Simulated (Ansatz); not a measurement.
# K2GaAgF6: the cost of one run

Program: Ansatz 0.2.0. Level of theory: DFT PBEsol, scalar-relativistic, plane waves, PAW. These are calculated values, not measurements.

## (1) The structure to begin with

Symmetry: Fm-3m, No. 225, cubic system. Conventional cell: a = 8.516 Å, b = 8.516 Å, c = 8.516 Å, α = 90.00°, β = 90.00°, γ = 90.00°. K (site symmetry -43m) is surrounded by 12 F at 3.02 Å. Ga (site symmetry m-3m) has 6 F at 1.90 Å as nearest neighbours. Around Ag (site symmetry m-3m) lie 6 F at 2.36 Å. Around F (site symmetry 4mm) lie 1 Ga at 1.90 Å and 1 Ag at 2.36 Å.

As a file:

```cif
data_structure
_symmetry_space_group_name_H-M 'P 1'
_symmetry_Int_Tables_number 1
_cell_length_a 6.0215
_cell_length_b 6.0215
_cell_length_c 6.0215
_cell_angle_alpha 60.000
_cell_angle_beta 60.000
_cell_angle_gamma 60.000
_cell_volume 154.39
loop_
_atom_site_label
_atom_site_type_symbol
_atom_site_fract_x
_atom_site_fract_y
_atom_site_fract_z
_atom_site_occupancy
K1 K 0.25000 0.25000 0.25000 1
K2 K 0.75000 0.75000 0.75000 1
Ga1 Ga 0.00000 0.00000 0.00000 1
Ag1 Ag 0.50000 0.50000 0.50000 1
F1 F 0.22308 0.22308 0.77692 1
F2 F 0.22308 0.77692 0.77692 1
F3 F 0.77692 0.77692 0.22308 1
F4 F 0.22308 0.77692 0.22308 1
F5 F 0.77692 0.22308 0.77692 1
F6 F 0.77692 0.22308 0.22308 1
```

It goes back to an entry of the Materials Project, which need not be the stable form.

This cell was relaxed beforehand with the same method: volume 15.44 Å³/atom, gap on the mesh 2.07 eV.

## (2) The reference cell

Reference values: F = -19107.4492 eV; pressure -0.03 GPa; largest force 0.000 eV/Å; gap on the mesh 2.07 eV. It was computed beforehand with the settings of the runs below.

## (3) Relaxing from the mode frozen in at +0.15 Å

Input file input.yaml:

```yaml
crystal:
  lattice:
    - [0.0, 4.2578773968, 4.2578773968]
    - [4.2578773968, 0.0, 4.2578773968]
    - [4.2578773968, 4.2578773968, 0.0]
  atoms:
    - { symbol: K, position: [0.25, 0.25, 0.25] }
    - { symbol: K, position: [0.75, 0.75, 0.75] }
    - { symbol: Ga, position: [0.0, 0.0, 0.0] }
    - { symbol: Ag, position: [0.5, 0.5, 0.5] }
    - { symbol: F, position: [0.2054644597, 0.2406932805, 0.7945355403] }
    - { symbol: F, position: [0.2406932805, 0.7945355403, 0.7593067195] }
    - { symbol: F, position: [0.7945355403, 0.7593067195, 0.2054644597] }
    - { symbol: F, position: [0.2230788701, 0.7769211299, 0.2230788701] }
    - { symbol: F, position: [0.7769211299, 0.2230788701, 0.7769211299] }
    - { symbol: F, position: [0.7593067195, 0.2054644597, 0.2406932805] }
basis:
  ecutwfc: 420
kpoints:
  mp_grid: { grid: [6, 6, 6] }
hamiltonian:
  xc: pbesol
scf:
  occupations: { method: gaussian, width: 0.05 }
output:
  forces: true
  stress: true
  eigenvalues: true
relax:
  adjacent_minimum: "off"
  f_tol: 0.01
  max_steps: 60
```

On the command line:

```sh
ansatz run input.yaml --threads 2 --pin off --max-ram 5120MiB --backend cpu --events-out ev --progress --plain --runs-dir out
```

Q: Estimate wall time and peak memory on 2 threads of Intel Xeon 6975P-C (Granite Rapids), shared host.

About 38 s, with a peak of 0.65 GiB.
